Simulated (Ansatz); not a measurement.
# BF3H2O: the cost of one run

Method: RHF/def2-SVP, in Ansatz 0.2.0.

**1. The starting structure**

Bond lengths: B1–O2 1.745 Å, B1–F3 1.305 Å, B1–F4 1.297 Å, B1–F6 1.680 Å, O2–H7 0.959 Å. Angles: B1–O2–H7 109.0°, O2–B1–F3 111.6°, O2–B1–F4 113.7°, O2–B1–F6 81.6°, F3–B1–F4 122.9°, F3–B1–F6 109.4°, F4–B1–F6 109.9°.

Coordinates:

```xyz
7

B    -0.3210   -0.6108    0.1001
O    -0.2019    1.1301    0.1233
F    -0.6459   -1.0555   -1.0833
F    -0.7954   -1.1158    1.1962
H     0.9804    0.6665    0.2162
F     1.3509   -0.4810    0.2074
H    -0.3673    1.4665   -0.7599
```

**2. A restrained relaxation towards end A**

Springs on the bonds that form and break draw the guess towards this end; the thresholds are loose.

input.yaml reads:

```yaml
crystal:
  periodic: [false, false, false]
  atoms:
    - { symbol: B, position_ang: [-0.321, -0.6108, 0.1001] }
    - { symbol: O, position_ang: [-0.2019, 1.1301, 0.1233] }
    - { symbol: F, position_ang: [-0.6459, -1.0555, -1.0833] }
    - { symbol: F, position_ang: [-0.7954, -1.1158, 1.1962] }
    - { symbol: H, position_ang: [0.9804, 0.6665, 0.2162] }
    - { symbol: F, position_ang: [1.3509, -0.481, 0.2074] }
    - { symbol: H, position_ang: [-0.3673, 1.4665, -0.7599] }
basis:
  gaussian: { orbitals: def2-SVP }
hamiltonian:
  xc: hf
relax:
  f_tol: 0.15
  max_steps: 25
  restrain:
    - { distance: [0, 5], at: 2.71, k: 30.0 }
    - { distance: [4, 1], at: 2.27, k: 30.0 }
    - { distance: [0, 1], at: 1.5, k: 30.0 }
    - { distance: [4, 5], at: 0.88, k: 30.0 }
```

Command:

```sh
> ansatz run input.yaml --threads 1 --pin off --max-ram 2048MiB --backend cpu --events-out ev --progress --plain --runs-dir out
```

Q: Estimate wall time and peak memory on 1 thread of Arm Neoverse V1, shared host.

About 12 s, with a peak of 0.14 GiB.
